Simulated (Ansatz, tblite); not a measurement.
# The cluster Ca₆O₅: one state, many levels

An exercise on one series of results from a longer session: the logs are not shown, and one member is left open.

Method: as each input shows; program: Ansatz 0.2.0, Gaussian basis.

Levels to be run: GFN1-xTB, GFN2-xTB, PBE-D4/def2-TZVP, r2SCAN-D4/def2-TZVP, r2SCANh-D4/def2-TZVP, B3LYP-D4/def2-TZVP, PBE-D4/def2-SVP, PBE0-D4/def2-SVP, HF/STO-3G, HF/6-31G, B3LYP-D4/6-31G, MP2/def2-SVP, RPA/def2-SVP.

5 further runs of the same task are left out: 3 that didn't finish, 2 set aside as unsound or not needed. Runs told in other sessions of the task aren't counted.

## The structure

The singlet was relaxed beforehand with PBE-D4/def2-SVP. At that level it is the lowest of the isomers that a small search found.

11 atoms, charge 0, spin multiplicity 1.

Bond lengths: Ca1–O8 2.172 Å, Ca1–O9 2.349 Å, Ca1–O10 2.213 Å, Ca1–O11 2.347 Å, Ca2–O7 2.190 Å, Ca2–O8 2.204 Å, Ca2–O9 2.316 Å, Ca2–O11 2.320 Å, Ca3–O7 2.153 Å, Ca3–O8 2.096 Å, Ca4–O9 2.264 Å, Ca4–O10 2.129 Å, Ca4–O11 2.264 Å, Ca5–O10 2.053 Å, Ca6–O7 2.045 Å. Angles: O8–Ca1–O9 86.6°, O8–Ca1–O10 170.1°, O8–Ca1–O11 86.7°, O9–Ca1–O10 84.0°, O9–Ca1–O11 38.1°, O10–Ca1–O11 84.0°, O7–Ca2–O8 83.9°, O7–Ca2–O9 157.9°, O7–Ca2–O11 159.1°, O8–Ca2–O9 86.7°, O8–Ca2–O11 86.6°, O9–Ca2–O11 38.7°, O7–Ca3–O8 87.5°, O9–Ca4–O10 88.0°, O9–Ca4–O11 39.6°, O10–Ca4–O11 88.0°, Ca2–O7–Ca3 93.7°, Ca2–O7–Ca6 154.9° and more.

Coordinates:

```xyz
11
charge 0, multiplicity 1
Ca   -1.4168    0.0849    0.7379
Ca    1.4274    0.2053   -0.7246
Ca    1.2791    3.2897   -0.0150
Ca   -1.3089   -3.0265    0.0669
Ca   -4.3104   -2.7379    1.7307
Ca    4.3558    2.9917   -1.5901
O     2.6799    1.9813   -0.9955
O     0.0551    1.6126    0.2729
O     0.3062   -1.4770    0.4049
O    -2.6698   -1.7128    1.0444
O    -0.3975   -1.2113   -0.9324
```

PBE0-D4/def2-TZVP was run before; its log isn't repeated, and its numbers join the tables.

The first run:

Tight binding, by tblite at 300 K electronic temperature and without a spin-polarisation term:

```python
tblite.interface.Calculator('GFN1-xTB', numbers, positions, charge=0, uhf=0).singlepoint()
```

Tight binding, by tblite at 300 K electronic temperature and without a spin-polarisation term:

```python
tblite.interface.Calculator('GFN2-xTB', numbers, positions, charge=0, uhf=0).singlepoint()
```

start.molden holds the orbitals of an earlier run on this state, given as this run's starting guess.

The input, in.yaml:

```yaml
crystal:
  periodic: [false, false, false]
  atoms:
    - {symbol: Ca, position_ang: [-1.416832, 0.084918, 0.737873]}
    - {symbol: Ca, position_ang: [1.427382, 0.205326, -0.724594]}
    - {symbol: Ca, position_ang: [1.279099, 3.289693, -0.015038]}
    - {symbol: Ca, position_ang: [-1.308918, -3.026471, 0.066900]}
    - {symbol: Ca, position_ang: [-4.310417, -2.737949, 1.730717]}
    - {symbol: Ca, position_ang: [4.355826, 2.991671, -1.590148]}
    - {symbol: O, position_ang: [2.679880, 1.981285, -0.995536]}
    - {symbol: O, position_ang: [0.055111, 1.612642, 0.272889]}
    - {symbol: O, position_ang: [0.306221, -1.476989, 0.404893]}
    - {symbol: O, position_ang: [-2.669809, -1.712805, 1.044420]}
    - {symbol: O, position_ang: [-0.397544, -1.211320, -0.932365]}
basis:
  gaussian: {orbitals: def2-TZVP, initial_orbitals: start.molden}
hamiltonian: {xc: pbe, dispersion: d4}
scf: {omitted_lower_state_checks: [starts]}
output: {orbitals: {seedname: orbitals}}
```

Run with:

```console
> ansatz run in.yaml --threads 4 --pin off --events-out ev --progress --plain --max-ram 6963MiB
```

Among the steps run: PBE-D4/def2-TZVP; r2SCAN-D4/def2-TZVP; r2SCANh-D4/def2-TZVP; B3LYP-D4/def2-TZVP; PBE-D4/def2-SVP; PBE0-D4/def2-SVP; HF/STO-3G; HF/6-31G; B3LYP-D4/6-31G; MP2/def2-SVP; RPA/def2-SVP.

One of the session's tables, all rows but one given; the rest of the session is left out.

It belongs to the step «Binding energy». 

| level | binding an atom (eV) |
| --- | --- |
| HF/STO-3G | 0.174 |
| HF/6-31G | 2.076 |
| HF/def2-SVP | 2.223 |
| PBE-D4/def2-SVP | 3.984 |
| PBE-D4/def2-TZVP | 3.843 |
| r2SCAN-D4/def2-TZVP | 3.829 |
| r2SCANh-D4/def2-TZVP | 3.716 |
| B3LYP-D4/6-31G | 3.581 |
| B3LYP-D4/def2-TZVP | 3.577 |
| PBE0-D4/def2-SVP | 3.701 |
| PBE0-D4/def2-TZVP | ? |
| RPA/def2-SVP | 2.960 |
| MP2/def2-SVP | 3.471 |

Estimate the missing values for PBE0-D4/def2-TZVP.

As computed: binding an atom (eV): 3.575. In the column «binding an atom (eV)» it lies between MP2/def2-SVP (3.471) and B3LYP-D4/def2-TZVP (3.577).

Caveats from the session: Free atoms were run apart at each level; binding is atoms less cluster, divided by the number of atoms, without zero-point or spin-orbit terms.
